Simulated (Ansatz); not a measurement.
Runs of Ansatz 0.2.0 on MnS. The structure is cubic, space group Fm-3m (No. 225). Conventional cell: a = 5.224 Å, b = 5.224 Å, c = 5.224 Å, α = 90.00°, β = 90.00°, γ = 90.00°. Mn (site symmetry m-3m) has 6 S at 2.61 Å as nearest neighbours. Around S (site symmetry m-3m) lie 6 Mn at 2.61 Å. 

| level | spin | U | hubbard projectors | double counting | gap on the mesh (eV) | pressure (GPa) | moment (μB) |
| --- | --- | --- | --- | --- | --- | --- | --- |
| PBEsol+U | collinear, ferrimagnetic start | Mn d U = 2 eV | ortho-atomic (the default) | fll (the default) | (a) | (b) | 0.00 |
| PBEsol+U | collinear, antiferromagnetic start | Mn d U = 4 eV | ortho-atomic (the default) | fll (the default) | 0.77 | -0.2 | 0.00 |
| PBE+U | collinear, antiferromagnetic start | Mn d U = 3 eV | ortho-atomic (the default) | fll (the default) | (c) | 2.4 | 0.00 |
| PBE | collinear, ferrimagnetic start | - | - | - | none | -3.0 | 0.00 |

Alike in all rows: task single point; potentials or basis Ansatz PAW; cell another cell of the same crystal, with 4 atoms; k mesh 6 × 6 × 6; cutoff (eV) 420; smearing gaussian 0.05 eV.

Question: Estimate the missing entries.

Answer: (a) 0.48; (b) -2.7; (c) 0.79.

Caveats: the magnetic or orbital state may not be the lowest (some runs); the PAW data sets come from PBE, with cores solved anew for the run's functional, which leaves a small shift of forces and pressure (some runs); semilocal functionals often make such compounds metallic where correlation or magnetic order opens a gap, which also shifts bond lengths (some runs).

A k mesh can miss the band edges.

A gap of «none» marks a metal or a gap under the smearing width.
